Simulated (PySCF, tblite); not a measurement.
# C₆H₇N₂S radical: geometry, infrared bands and EPR parameters

Wanted: the infrared bands and EPR parameters of C₆H₇N₂S radical (`[CH2][C@@H]1C[C@@H]1c1cnsn1`), by calculation.

Computed with tblite 0.8.0 and PySCF 2.14.0, with density-fitted response routines of our own, on a single molecule in the gas phase. Atoms are numbered from 0 throughout.

## Step 1: The starting structure

16 atoms, charge 0, multiplicity 2; geometry from: force field or distance geometry start.

Bonds of the start (Å): C0–C1 1.47, C1–C2 1.49, C2–C3 1.50, C3–C4 1.56, C4–C5 1.42, C5–N6 1.34, N6–S7 1.67, S7–N8 1.67, C3–C1 1.51, N8–C4 1.34, C0–H9 1.09, C0–H10 1.09, C1–H11 1.09, C2–H12 1.09, C2–H13 1.09, C3–H14 1.09, C5–H15 1.10.

## Step 2: Relaxing the molecule with GFN2-xTB

What the job is given:

```
{"job": {"kind": "relax", "xc": "GFN2-xTB", "basis": "xTB"}, "charge": 0, "multiplicity": 2}
C     -1.176600    -0.853700     1.307600
C     -1.313500     0.441600     0.632400
C     -1.548400     0.455400    -0.836600
C     -0.237400     0.947700    -0.304300
C      1.048500     0.111600    -0.590500
C      2.034000    -0.157400     0.390600
N      3.096200    -0.854000    -0.030400
S      2.796300    -1.131800    -1.649500
N      1.321900    -0.355400    -1.818700
H     -0.886400    -0.901700     2.352900
H     -1.428500    -1.776600     0.790800
H     -1.832300     1.184500     1.233200
H     -2.246100     1.205600    -1.221200
H     -1.572300    -0.475600    -1.394400
H     -0.071300     2.021300    -0.316100
H      2.008000     0.147200     1.442800
```

The run is started by

```sh
> OMP_NUM_THREADS=1 python probes_run.py task.json out
```

One launch serves the whole session: the jobs run in the order shown.

What it wrote:

```text
step      E/eV     max force
  0    -690.64150    2.792
  1    -690.89570    1.184
  2    -690.97044    0.681
  3    -690.99237    0.417
  4    -691.00343    0.342
  5    -691.02037    0.433
  6    -691.03394    0.301
  7    -691.04153    0.192
  8    -691.04570    0.172
  9    -691.04951    0.165
 10    -691.05427    0.186
 11    -691.05978    0.205
 12    -691.06554    0.210
 13    -691.07202    0.244
 14    -691.08002    0.252
 15    -691.08968    0.273
 16    -691.09997    0.268
 17    -691.10898    0.227
 18    -691.11654    0.226
 19    -691.12373    0.270
 20    -691.13062    0.241
 21    -691.13254    0.441
 22    -691.14035    0.204
 23    -691.14382    0.136
 24    -691.14749    0.117
 25    -691.15008    0.113
 26    -691.15305    0.108
 27    -691.15527    0.098
 28    -691.15689    0.092
 29    -691.15825    0.095
 30    -691.15934    0.114
 31    -691.16053    0.103
 32    -691.16164    0.067
 33    -691.16257    0.055
 34    -691.16311    0.057
 35    -691.16363    0.049
 36    -691.16417    0.056
 37    -691.16492    0.071
 38    -691.16595    0.085
 39    -691.16736    0.102
 40    -691.16912    0.114
 41    -691.17118    0.122
 42    -691.17342    0.129
 43    -691.17581    0.122
 44    -691.17795    0.137
 45    -691.18009    0.118
 46    -691.18252    0.150
 47    -691.18531    0.143
 48    -691.18745    0.115
 49    -691.18903    0.101
 50    -691.19034    0.088
 51    -691.19211    0.089
 52    -691.19390    0.098
 53    -691.19682    0.150
 54    -691.20128    0.204
 55    -691.20807    0.246
 56    -691.20468    0.471
 57    -691.21939    0.229
 58    -691.22454    0.212
 59    -691.23894    0.275
 60    -691.24396    0.231
 61    -691.25150    0.171
 62    -691.25646    0.198
 63    -691.26079    0.214
 64    -691.26603    0.204
 65    -691.27222    0.259
 66    -691.27743    0.290
 67    -691.28435    0.225
 68    -691.29050    0.173
 69    -691.29478    0.168
 70    -691.29783    0.155
 71    -691.30101    0.205
 72    -691.30448    0.150
 73    -691.30744    0.145
 74    -691.31101    0.204
 75    -691.31460    0.229
 76    -691.31843    0.147
 77    -691.31986    0.114
 78    -691.32051    0.074
 79    -691.32092    0.046
 80    -691.32122    0.045
 81    -691.32146    0.045
 82    -691.32167    0.035
 83    -691.32188    0.030
 84    -691.32211    0.030
 85    -691.32232    0.029
 86    -691.32251    0.031
 87    -691.32267    0.031
 88    -691.32282    0.029
 89    -691.32294    0.025
 90    -691.32304    0.027
 91    -691.32312    0.022
 92    -691.32318    0.015
 93    -691.32322    0.015
 94    -691.32325    0.014
 95    -691.32328    0.013
 96    -691.32331    0.012
 97    -691.32334    0.012
 98    -691.32339    0.015
 99    -691.32345    0.018
100    -691.32353    0.016
101    -691.32359    0.013
102    -691.32362    0.013
103    -691.32364    0.012
104    -691.32366    0.010
105    -691.32368    0.011
106    -691.32369    0.009
```

Wall time 0.79 s (1 thread of Arm Neoverse V1, shared host).

Along the way: (not every step is listed)

```
step  energy from step 0 (eV)  largest force (eV/Å)
   0                   0.0000                2.7922
   1                  -0.2542                1.1836
   2                  -0.3289                0.6812
   3                  -0.3509                0.4170
   4                  -0.3619                0.3421
   5                  -0.3789                0.4331
   6                  -0.3924                0.3012
   7                  -0.4000                0.1920
   8                  -0.4042                0.1715
  17                  -0.4675                0.2266
  26                  -0.5116                0.1078
  35                  -0.5221                0.0486
  44                  -0.5365                0.1366
  53                  -0.5553                0.1500
  62                  -0.6150                0.1978
  71                  -0.6595                0.2047
  80                  -0.6797                0.0446
  89                  -0.6814                0.0253
  98                  -0.6819                0.0146
 101                  -0.6821                0.0128
 102                  -0.6821                0.0132
 103                  -0.6821                0.0119
 104                  -0.6822                0.0100
 105                  -0.6822                0.0106
 106                  -0.6822                0.0085
```

Close pairs (by a distance rule), those that changed most:

```csv
bond,before (Å),after (Å),change (Å)
C3–C4,1.560,1.446,-0.114
C1–C3,1.514,1.602,+0.089
C0–C1,1.467,1.410,-0.057
S7–N8,1.675,1.623,-0.052
N6–S7,1.670,1.628,-0.042
C5–N6,1.338,1.307,-0.031
C5–H15,1.096,1.075,-0.021
C1–C2,1.488,1.508,+0.020
```

The end geometry stands in the next job.

## Step 3: Infrared spectrum with GFN2-xTB

What the job is given:

```
{"job": {"kind": "ir", "xc": "GFN2-xTB", "basis": "xTB"}, "charge": 0, "multiplicity": 2}
C     -1.468144    -1.090272     1.031614
C     -1.434785     0.264446     0.640812
C     -1.435671     0.674850    -0.809885
C     -0.149581     0.883172    -0.089518
C      1.004606     0.049249    -0.341533
C      2.347025     0.381615    -0.017317
N      3.207430    -0.549866    -0.335571
S      2.404290    -1.799789    -1.001968
N      0.919577    -1.152976    -0.895649
H     -1.730052    -1.362904     2.035709
H     -1.124447    -1.854884     0.361659
H     -1.863866     0.971716     1.340913
H     -2.010640     1.545849    -1.086030
H     -1.451077    -0.128749    -1.530352
H      0.092341     1.882573     0.249002
H      2.685397     1.294913     0.436703
```

What it wrote:

```text
mode    cm-1     km/mol
  1      62.8      0.02
  2     100.8      0.22
  3     154.9      0.40
  4     257.1      0.52
  5     310.6      0.44
  6     358.3      2.07
  7     405.5      0.21
  8     433.1      3.72
  9     489.4     18.28
 10     581.1      8.91
 11     607.3      5.67
 12     648.6     74.93
 13     673.1      1.06
 14     704.3     13.28
 15     794.5     69.24
 16     822.1      2.57
 17     860.6     64.24
 18     866.5      2.27
 19     886.6      0.06
 20     906.5      1.67
 21     975.2     28.31
 22    1051.2      0.61
 23    1060.7     13.50
 24    1073.3      6.11
 25    1082.9      5.90
 26    1128.8     11.78
 27    1194.7      0.23
 28    1247.3      4.02
 29    1269.7      3.33
 30    1332.8      9.57
 31    1351.2      6.88
 32    1414.8     23.71
 33    1424.8      7.48
 34    1450.1     14.14
 35    1491.9     27.45
 36    3037.8     21.43
 37    3052.9     22.77
 38    3083.4     19.84
 39    3112.4     17.89
 40    3132.9      8.06
 41    3133.8     21.36
 42    3178.1     28.95
```

It took 0.62 s on 1 thread of Arm Neoverse V1, shared host.

The strongest bands and the atoms that carry them (share of the mass-weighted mode):

```csv
cm⁻¹,km/mol,atoms
649,74.9,"H10 27 %, H9 27 %, C0 23 %, C1 13 %"
794,69.2,"N6 59 %, S7 17 %"
861,64.2,"N8 69 %, S7 11 %"
975,28.3,"C5 25 %, N8 12 %, H14 10 %, H12 10 %"
1415,23.7,"H10 27 %, H9 23 %, C0 18 %"
1492,27.4,"C4 42 %, C5 22 %, N8 12 %"
3053,22.8,H14 87 %
3178,28.9,"H10 50 %, H9 40 %, C0 10 %"
```

## Step 4: EPR parameters: B3LYP/pcH-1

The job, as its differences from that of step 3:

```diff
@@ -1,2 +1,2 @@
-{"job": {"kind": "ir", "xc": "GFN2-xTB", "basis": "xTB"}, "charge": 0, "multiplicity": 2}
+{"job": {"kind": "epr", "basis": "pcH-1"}, "charge": 0, "multiplicity": 2}
 C     -1.468144    -1.090272     1.031614
```

Level: UKS B3LYP, pcH-1 on C H N S, non-relativistic, mean-field spin-orbit, GIAO.

What it wrote:

```text
UKS, coarse grid
  cycle   1  E = -740.39944126  |g| = 3.53e-01
  cycle   2  E = -740.36431432  |g| = 4.47e-01
  cycle   3  E = -740.45649871  |g| = 6.33e-02
  cycle   4  E = -740.45792780  |g| = 3.88e-02
  cycle   5  E = -740.45858729  |g| = 1.61e-02
  cycle   6  E = -740.45869199  |g| = 8.56e-03
  cycle   7  E = -740.45872795  |g| = 2.81e-03
  cycle   8  E = -740.45873118  |g| = 1.95e-03
  cycle   9  E = -740.45873353  |g| = 5.17e-04
UKS, final grid
  cycle   1  E = -740.45877615  |g| = 9.71e-04
  cycle   2  E = -740.45877464  |g| = 2.03e-03
  cycle   3  E = -740.45877658  |g| = 2.01e-04
  cycle   4  E = -740.45877659  |g| = 4.43e-05
  cycle   5  E = -740.45877660  |g| = 2.34e-05
E = -740.45877660 Eh   <S^2> = 0.7564 (exact 0.7500)
g shifts (ppm)      1          2          3
  rmc          -150       -150       -150
  gc             17         15         31
  oz_so         110        637        894
  total         -23        502        774
hyperfine (MHz)  atom isotope    a_iso     a_fc   dipolar eigenvalues
    0   13C      77.74      77.83    -72.19    -71.00    143.19
    1   13C     -35.82     -35.83     -8.39      1.43      6.96
    2   13C      29.20      29.21     -7.88     -7.41     15.29
    3   13C      66.38      66.42    -14.91    -14.71     29.62
    4   13C      -6.11      -6.11     -0.99     -0.02      1.01
    5   13C       2.28       2.28     -0.49      0.06      0.43
    6   14N      -0.15      -0.15     -0.32      0.08      0.24
    7   33S       0.89       0.94     -2.39     -2.24      4.62
    8   14N       1.52       1.51     -1.41     -1.00      2.41
    9    1H     -55.42     -55.43    -35.06      0.13     34.93
   10    1H     -56.89     -56.89    -33.92     -0.30     34.22
   11    1H       6.83       6.83     -4.08     -2.38      6.46
   12    1H       5.79       5.79     -4.18     -1.45      5.64
   13    1H      -4.60      -4.60     -4.79     -1.22      6.01
   14    1H      -0.43      -0.43     -7.58     -1.19      8.77
   15    1H      -0.14      -0.14     -0.84     -0.80      1.65
```

Run time: 2.1 min. Hardware: 1 thread of Arm Neoverse V1, shared host; peak memory 1 GiB.

Principal g values 2.00230, 2.00282, 2.00309; g(iso) = 2.00274, against 2.00232 for a free electron.

Mean a(iso) over the nuclei that a row names, and the largest dipolar term of the row (other rows stand at the frozen geometry):

```
 nuclei  isotope  a(iso) (MHz)  a(iso) (G, at g = 2.0023)  largest dipolar term (MHz)
     C0      13C          77.7                       27.7                       143.2
     C3      13C          66.4                       23.7                        29.6
H9, H10       1H         -56.2                      -20.0                       -35.1
     C1      13C         -35.8                      -12.8                        -8.4
     C2      13C          29.2                       10.4                        15.3
    H11       1H           6.8                        2.4                         6.5
     C4      13C          -6.1                       -2.2                         1.0
    H12       1H           5.8                        2.1                         5.6
    H13       1H          -4.6                       -1.6                         6.0
     C5      13C           2.3                        0.8                        -0.5
     N8      14N           1.5                        0.5                         2.4
     S7      33S           0.9                        0.3                         4.6
    H14       1H          -0.4                       -0.2                         8.8
     N6      14N          -0.1                       -0.1                        -0.3
```

Mulliken spin populations:

C0 0.96; C1 -0.13; C2 0.06; C3 0.15; C4 -0.01; C5 0.00; N6 0.00; S7 0.02; N8 0.03; H9 -0.04; H10 -0.04; H11 0.00; H12 0.00; H13 0.00; H14 0.00; H15 0.00

In first order the couplings over 0.8 MHz of 1H, 14N give 72 distinct lines over 47.3 G, if the averaged nuclei exchange fast.

The fields below are evaluated on a grid from the run's orbitals.

ELF in a plane through or near 5 of the atoms.

Values, 10 rows by 14 columns:
```
0.00 0.00 0.00 0.00 0.00 0.00 0.00 0.00 0.00 0.00 0.00 0.00 0.00 0.00
0.00 0.00 0.00 0.08 0.12 0.01 0.00 0.00 0.01 0.01 0.00 0.00 0.00 0.00
0.00 0.00 0.04 0.55 0.72 0.06 0.00 0.20 0.62 0.21 0.20 0.02 0.00 0.00
0.00 0.01 0.12 0.32 0.47 0.08 0.10 0.25 0.83 0.44 0.66 0.17 0.00 0.00
0.00 0.43 0.92 0.58 0.27 0.25 0.39 0.04 0.79 0.88 0.28 0.04 0.00 0.00
0.00 0.33 0.84 0.72 0.24 0.90 0.78 0.68 0.65 0.40 0.49 0.02 0.00 0.00
0.00 0.00 0.07 0.31 0.79 0.28 0.42 0.59 0.28 0.30 0.21 0.01 0.00 0.00
0.00 0.00 0.00 0.15 0.41 0.01 0.88 0.99 0.30 0.00 0.00 0.00 0.00 0.00
0.00 0.00 0.00 0.00 0.00 0.00 0.17 0.48 0.02 0.00 0.00 0.00 0.00 0.00
0.00 0.00 0.00 0.00 0.00 0.00 0.00 0.00 0.00 0.00 0.00 0.00 0.00 0.00
```
The map spans 11.7 Å across and 9.1 Å up, centred on the molecule. Atoms in the plane (x, y in Å): C0 (1.5, 1.3), C1 (1.5, -0.1), C5 (-2.3, -0.5), N6 (-3.3, 0.3), H14 (0.1, -1.8).

On the surface of density 0.002 e/bohr³ the electrostatic potential runs, from the 1st to the 99th percentile, from -1.43 V near N6 to 1.22 V near H15.

The spin density lies nearest to C0 54 %; C3 10 %; H9, H10 about 9 % each.

## Step 5: What came out

```
                                 quantity                value
strongest single infrared mode (GFN2-xTB)  649 cm⁻¹, 75 km/mol
             zero-point energy (GFN2-xTB)        73.2 kcal/mol
                           g(iso) (B3LYP)              2.00274
                                     ⟨S²⟩   0.756 (exact 0.75)
       largest a(iso) (averaged by class)  13C on C0, 77.7 MHz
    surface potential, 1st and 99th percentile   -1.43 V and 1.22 V
```

What this shows: Relaxing lowered the energy by 0.682 eV in 106 steps; the close pair that moved most is C3–C4, from 1.560 to 1.446 Å. All 42 modes are real, so the xTB geometry is a minimum. The strongest single mode, at 649 cm⁻¹, is spread over several atoms, H10, H9, C0, C1 among them. Unscaled tight-binding wavenumbers are off by several per cent, some by more. Its intensities can rank the bands wrongly. Most of the unpaired spin sits on C0 (0.96 e). The isotropic g lies 0.4 ppt above the free-electron value.
